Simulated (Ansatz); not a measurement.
# AlFH2OSe: basis-set convergence

One table from this session's results is given with a row withheld; the runs are named, their logs left out.

Computed with Ansatz 0.2.0, Gaussian basis. Level: one geometry, several basis sets.

The runs, in order: PBE0-D4/def2-SVP; ωB97M-V/def2-SVP; PBE0-D4/def2-QZVPP; ωB97M-V/def2-QZVPP; the functionals' def2-TZVPP values are taken from earlier runs.

### Structure used throughout

All runs share one geometry, relaxed beforehand with PBE0-D4 in a triple-zeta def2 set.

SMILES `[OH][Al]([F])[SeH]`, 6 atoms, charge 0, spin multiplicity 1.

Atoms are counted from 1 here; the program's logs count them from 0.

Bond lengths: O1–Al2 1.680 Å, O1–H5 0.955 Å, Al2–F3 1.641 Å, Al2–Se4 2.301 Å, Se4–H6 1.469 Å. Angles: Al2–O1–H5 125.2°, O1–Al2–F3 117.9°, O1–Al2–Se4 123.2°, F3–Al2–Se4 118.9°, Al2–Se4–H6 90.3°.

The first run:

in.yaml reads:

```yaml
crystal:
  periodic: [false, false, false]
  atoms:
    - {symbol: O, position_ang: [1.453474, -0.422867, -1.041533]}
    - {symbol: Al, position_ang: [0.300504, -0.237817, 0.165923]}
    - {symbol: F, position_ang: [0.591583, -0.940872, 1.619737]}
    - {symbol: Se, position_ang: [-1.650305, 0.946709, -0.125941]}
    - {symbol: H, position_ang: [1.392272, -0.059091, -1.922261]}
    - {symbol: H, position_ang: [-2.045528, 0.649839, 1.257876]}
basis:
  gaussian: {orbitals: def2-SVP}
hamiltonian: {xc: pbe0, dispersion: d4}
output: {orbitals: {seedname: orbitals}}
```

Run with:

```bash
> ansatz run in.yaml --threads 2 --pin off --events-out ev --progress --plain --max-ram 4352MiB
```

Among the steps run: PBE0-D4 in def2-SVP; ωB97M-V in def2-SVP; PBE0-D4 in def2-QZVPP; ωB97M-V in def2-QZVPP.

One of the session's tables, all rows but one given; the rest of the session is left out.

It belongs to the step «Density functionals: the series». 

| functional | basis | HOMO (eV) |
| --- | --- | --- |
| PBE0-D4 | def2-SVP | -7.48 |
| PBE0-D4 | def2-TZVPP | ? |
| PBE0-D4 | def2-QZVPP | -7.64 |
| ωB97M-V | def2-SVP | -9.59 |
| ωB97M-V | def2-TZVPP | -9.76 |
| ωB97M-V | def2-QZVPP | -9.79 |

**Question.** Estimate the row for PBE0-D4, def2-TZVPP.

**Answer.** HOMO (eV): -7.62. In the column «HOMO (eV)» it lies between PBE0-D4, def2-QZVPP (-7.64) and PBE0-D4, def2-SVP (-7.48).
